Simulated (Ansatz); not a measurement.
# C2H5NSi: up Jacob's ladder to CCSD(T)

How much do the methods differ for C2H5NSi? The plan is to run it at one geometry with functionals of several rungs and with coupled cluster. The yardstick is the atomisation energy at the CCSD(T) limit.

The runs use Ansatz 0.2.0, Gaussian basis; functionals in def2-TZVPP, the program's frozen cores in correlated methods.

The runs, in order: LDA (SPW92), PBE-D4, revPBE-D4, BLYP-D4, r2SCAN-D4, B97M-V, PBE0-D4, B3LYP-D4, r2SCANh-D4, r2SCAN0-D4, HSE06-D4, BHLYP-D4, CAM-B3LYP-D4, LC-ωPBE, ωB97X-V, ωB97M-V, B2PLYP, PBE-QIDH; CCSD(T)/def2-SVP; CCSD(T)/def2-TZVPP; MP2/def2-QZVPP; extrapolation to the limit; RPA on PBE.

### 1 Structure used throughout

All runs share one geometry, relaxed beforehand with PBE0-D4 in a triple-zeta def2 set.

SMILES `N=C1C[SiH2]1`, 9 atoms, charge 0, spin multiplicity 1.

Atoms are counted from 1 here; the program's logs count them from 0.

Bond lengths: N1–C2 1.256 Å, N1–H5 1.026 Å, C2–C3 1.510 Å, C2–Si4 1.837 Å, C3–Si4 1.883 Å, C3–H6 1.090 Å, C3–H7 1.089 Å, Si4–H8 1.479 Å, Si4–H9 1.479 Å. Angles: C2–N1–H5 110.6°, N1–C2–C3 139.8°, N1–C2–Si4 152.5°, C3–C2–Si4 67.7°, C2–C3–Si4 64.5°, C2–C3–H6 116.2°, C2–C3–H7 116.2°, Si4–C3–H6 119.5°, Si4–C3–H7 119.6°, H6–C3–H7 112.7°, C2–Si4–C3 47.9°, C2–Si4–H8 120.6°, C2–Si4–H9 120.6°, C3–Si4–H8 118.6°, C3–Si4–H9 118.6°, H8–Si4–H9 114.4°.

### 2 LDA

This LDA is Slater exchange with PW92 correlation.

Contents of in.yaml:

```yaml
crystal:
  periodic: [false, false, false]
  atoms:
    - {symbol: N, position_ang: [-1.184780, 0.954146, -1.318477]}
    - {symbol: C, position_ang: [-0.516842, 0.311277, -0.470553]}
    - {symbol: C, position_ang: [0.903377, 0.191636, 0.028944]}
    - {symbol: Si, position_ang: [-0.350887, -0.932973, 0.870636]}
    - {symbol: H, position_ang: [-0.582148, 1.603260, -1.837111]}
    - {symbol: H, position_ang: [1.297740, 1.052418, 0.567968]}
    - {symbol: H, position_ang: [1.624770, -0.234175, -0.667627]}
    - {symbol: H, position_ang: [-0.328560, -2.378695, 0.557437]}
    - {symbol: H, position_ang: [-0.774168, -0.613194, 2.251684]}
basis:
  gaussian: {orbitals: def2-TZVPP}
hamiltonian: {xc: lda}
output: {orbitals: {seedname: orbitals}}
```

Started as:

```bash
$ ansatz run in.yaml --threads 2 --pin off --events-out ev --progress --plain --max-ram 4352MiB
```

Further steps of the session: PBE-D4 (GGA); revPBE-D4 (GGA); BLYP-D4 (GGA); r2SCAN-D4 (meta-GGA); B97M-V (meta-GGA); B3LYP-D4 (hybrid); r2SCANh-D4 (hybrid); r2SCAN0-D4 (hybrid); HSE06-D4 (hybrid); BHLYP-D4 (hybrid); CAM-B3LYP-D4 (range-separated); LC-ωPBE (range-separated); ωB97X-V (range-separated); ωB97M-V (range-separated); B2PLYP (double hybrid); PBE-QIDH (double hybrid); CCSD(T) in def2-SVP; CCSD(T) in def2-TZVPP; MP2 in def2-QZVPP; RPA on PBE orbitals.

Q: Predict the results of all the runs planned. Wanted: atomisation energy, CCSD(T)/CBS; farthest beyond LDA; mean size of error, GGA; mean size of error, meta-GGA; mean size of error, hybrid; mean size of error, range-separated; mean size of error, double hybrid; gap, smallest and largest; T1 diagnostic.

**Answer**, as computed:

| quantity | value |
| --- | --- |
| atomisation energy, CCSD(T)/CBS | 33.855 eV |
| functionals within 0.169 eV (0.5 %) | r2SCANh-D4, LC-ωPBE |
| farthest beyond LDA | PBE-D4 (+1.135 eV) |
| mean size of error, GGA | 0.574 eV |
| mean size of error, meta-GGA | 0.230 eV |
| mean size of error, hybrid | 0.410 eV |
| mean size of error, range-separated | 0.196 eV |
| mean size of error, double hybrid | 0.217 eV |
| gap, smallest and largest | 3.23 eV (LDA (SPW92)), 10.69 eV (LC-ωPBE) |
| T1 diagnostic | 0.0136 |
| triples share of the correlation energy | 4.5 % |

LDA overbinds by 5.403 eV (16 %). PBE-D4 is off by +1.135 eV. Double hybrids carry the basis error of their MP2 part in triple zeta, and no dispersion term here, so their miss is partly the set-up's. By mean error the best rung here is range-separated (0.196 eV) and the worst beyond LDA is GGA (0.574 eV). The gap between the best rungs is small, so their order is not settled. Misses under about 0.169 eV are within the doubt on the reference itself, which lacks core-valence correlation, relativity and higher excitations. Hartree-Fock recovers 69 % of the binding; the rest is correlation. CCSD(T) in def2-SVP is off by -2.043 eV, worse than the median functional, from the basis alone. Orbital gaps span 3.2 to 10.7 eV; exact exchange widens them.
